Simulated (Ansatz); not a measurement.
WAu:

```xyz
2
Lattice="0.0000 2.9092 2.9092 2.9092 0.0000 2.9092 2.9092 2.9092 0.0000" Properties=species:S:1:pos:R:3 pbc="T T T"
W     0.0000    0.0000    0.0000
Au    4.3638    4.3638    4.3638
```

The cell was built by a generator and needn't be a form met in nature.

| Quantity | Value |
| --- | --- |
| Program | Ansatz 0.2.0 |
| Task | relaxation of cell and atoms |
| Functional | HF |
| Potentials or basis | Ansatz PAW |
| Cutoff | 420 eV (not typed: the program's choice for these potentials) |
| k mesh | 4 × 4 × 4 |
| Occupations | fermi-dirac, width 0.05 eV |
| Spin | no spin polarisation |

At the start: volume 24.62 Å³/atom.

Problem. Where does the relaxation end?

Solution. It ends after 7 steps and the volume is 25.99 Å³/atom (+5.6 %); space group F-43m (No. 216, to 0.05 Å).

Step by step:
| step | energy change (eV) | largest force (eV/Å) | volume (Å³) |
| --- | --- | --- | --- |
| 1 | 0.0000 | 0.0000 | 49.24 |
| 2 | -0.0199 | 0.0000 | 53.73 |
| 3 | -0.0386 | 0.0000 | 52.18 |
| 4 | -0.0393 | 0.0000 | 51.96 |
| 5 | -0.0463 | 0.0000 | 51.96 |
| 6 | -0.0462 | 0.0000 | 51.99 |
| 7 | -0.0464 | 0.0000 | 51.99 |

Final structure:
```
CELL_PARAMETERS angstrom
0.00000 2.96225 2.96225
2.96225 0.00000 2.96225
2.96225 2.96225 0.00000
ATOMIC_POSITIONS crystal
W 0.00000 0.00000 0.00000
Au 0.75000 0.75000 0.75000
```

Caveat: the k mesh is coarse (spacing up to 0.47 Å⁻¹), so the values aren't converged, least of all with exact exchange; the plane-wave basis is chosen anew once the cell has moved, so the energies of steps on either side of that aren't comparable; the pressure holds a Pulay correction of +0.4 GPa for the finite cutoff; the PAW data sets come from PBE, with cores solved anew for the run's functional, which leaves a small shift of forces and pressure.
